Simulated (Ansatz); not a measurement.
# AlBH4NSb: rigid scan of one bond length, by script

How does the energy of AlBH4NSb change as one bond is stretched? A script is to give a rigid scan of one bond length; the system is AlBH4NSb. SMILES: [BH]1[NH][SbH][AlH]1.

Program: Ansatz 0.2.0 through its Python package. Level of theory: r2SCAN/def2-SVP. These are calculated values, not measurements.

## (1) The system

Bond lengths: B1–N2 1.508 Å, N2–Sb3 2.070 Å, B1–Al4 2.073 Å, Sb3–Al4 2.408 Å, B1–H5 1.239 Å, N2–H6 1.054 Å, Sb3–H7 1.766 Å, Al4–H8 1.610 Å. Angles: B1–N2–Sb3 107.2°, B1–N2–H6 108.0°, Sb3–N2–H6 108.3°, N2–B1–Al4 95.7°, N2–B1–H5 131.0°, Al4–B1–H5 131.7°, N2–Sb3–Al4 73.1°, N2–Sb3–H7 92.4°, Al4–Sb3–H7 93.4°, B1–Al4–Sb3 80.3°, B1–Al4–H8 136.9°, Sb3–Al4–H8 141.4°.

The script holds or builds the structure itself.

## (2) The script

Contents of scan_albh4nsb.py:

```python
import ansatz
from ase import Atoms
import matplotlib.pyplot as plt
import numpy as np

atoms = Atoms(["B", "N", "Sb", "Al", "H", "H", "H", "H"], positions=[
    (-0.8506, 0.7181, -0.1896),
    (0.5847, 1.1812, -0.1753),
    (1.7736, -0.5104, -0.0839),
    (-0.4297, -1.2388, -0.7277),
    (-1.9122, 1.3574, -0.1705),
    (0.7373, 1.7407, 0.7054),
    (1.4579, -0.7313, 1.64),
    (-1.2687, -2.5741, -1.0542),
])
albh4nsb = ansatz.Crystal.molecule_from_ase(atoms)

symbols = [site.symbol for site in albh4nsb.cartesian_sites]
start = np.array([site.position_ang for site in albh4nsb.cartesian_sites])
axis = (start[5] - start[1]) / np.linalg.norm(start[5] - start[1])
moving = [5]
lengths, energies = [0.9, 0.97, 1.05, 1.16, 1.32, 1.58, 1.9, 2.32], []
for length in lengths:
    xyz = start.copy()
    xyz[moving] += (length - np.linalg.norm(start[5] - start[1])) * axis
    point = ansatz.Crystal.molecule()
    for symbol, place in zip(symbols, xyz):
        point = point.atom(symbol, place.tolist())
    calculation = (
        point.calculation()
        .basis(gaussian="def2-SVP")
        .functional("r2SCAN")
    )
    data = calculation.run(threads=1, backend="cpu").report
    energies.append(data["free_energy_ev"])
    print(f"r = {length:6.3f} A  E = {energies[-1]:.5f} eV  <S^2> = {abs(data['mean_field']['state']['spin_squared']):.3f}")

print("energy above the lowest point (eV):", [round(e - min(energies), 3) for e in energies])
plt.figure(figsize=(4.5, 3))
plt.plot(lengths, np.array(energies) - min(energies), "o-")
plt.xlabel("bond length (A)")
plt.ylabel("E - E(min) (eV)")
plt.tight_layout()
plt.savefig("scan.png", dpi=100)
```

## (3) The input behind the calls

The engine receives this input (first run):

```yaml
crystal:
  periodic: [false, false, false]
  atoms:
    - { symbol: B, position_ang: [-0.8506, 0.7181, -0.1896] }
    - { symbol: "N", position_ang: [0.5847, 1.1812, -0.1753] }
    - { symbol: Sb, position_ang: [1.7736, -0.5104, -0.0839] }
    - { symbol: Al, position_ang: [-0.4297, -1.2388, -0.7277] }
    - { symbol: H, position_ang: [-1.9122, 1.3574, -0.1705] }
    - { symbol: H, position_ang: [0.7149424503307192, 1.6587272015729844, 0.576367929267788] }
    - { symbol: H, position_ang: [1.4579, -0.7313, 1.64] }
    - { symbol: H, position_ang: [-1.2687, -2.5741, -1.0542] }
basis:
  gaussian:
    orbitals: def2-SVP
hamiltonian:
  xc: r2scan
```

## (4) The run

Command:

```
$ python scan_albh4nsb.py
```

Without the output at hand: what should come out? Wanted: range of energy; lowest point, distance.

As calculated:

| quantity | value |
| --- | --- |
| runs compared | 8 |
| range of energy | 4.323 eV |
| lowest point, distance (Å) | 1.05 |

The lowest point, at 1.05, lies inside the range. The ends stand 0.456 and 4.32 eV above it. The distance scanned is the script's pair 1, 5. Notes:
- The rest of the molecule is held rigid at a force-field or estimated start geometry, and the basis set is modest; single-reference methods fail as a bond breaks.
- def2 sets replace the cores of elements past krypton by effective core potentials.
- The orbitals are restricted, so S² is zero by construction.
- Toward dissociation an unrestricted state lies under the restricted one, by 1 to 2 eV or more.
